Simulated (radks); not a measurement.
# Ar²⁺ with its nuclear charge varied continuously

The task here is to estimate one member of a computed series from the others.

Program: radks (a radial shooting solver on a logarithmic mesh, Libxc functionals) version 1. Level of theory: non-relativistic Kohn-Sham, PBE, spin-unpolarised, spherical densities, point nucleus. These are calculated values, not measurements, unless marked.

### The atom as given

* element: argon (Z = 18)
* charge: +2
* electrons: 16
* configuration: [Ne] 3s2 3p4

The outer shells:

Ar²⁺
```
[Ne] core
3s [↑↓]
3p [↑↓][↑ ][↑ ]
```

Set-up of the first run:

Settings of this run:

```text
Z 18
configuration [Ne] 3s2 3p4
relativity non-relativistic
functional pbe,pbe
spin unpolarised
nucleus point
```

Steps of the session up to this table: Z = 18.

One table of the session follows, with a row left open; its other results are not shown here.

It belongs to the step «Z = 18». Radial moments (bohr):

| level | <r> | outermost maximum (interpolated) | 90 % within | nodes |
| --- | --- | --- | --- | --- |
| 1s | 0.08620 | 0.0565 | 0.154 | 0 |
| 2s | 0.4159 | 0.340 | 0.649 | 1 |
| 2p | ? | ? | ? | ? |
| 3s | 1.335 | 1.15 | 1.99 | 2 |
| 3p | 1.468 | 1.23 | 2.25 | 1 |

Estimate the missing values for 2p.

The run gave: <r>: 0.3769; outermost maximum (interpolated): 0.281; 90 % within: 0.624; nodes: 0. In the column «<r>» it lies between 1s (0.08620) and 2s (0.4159).
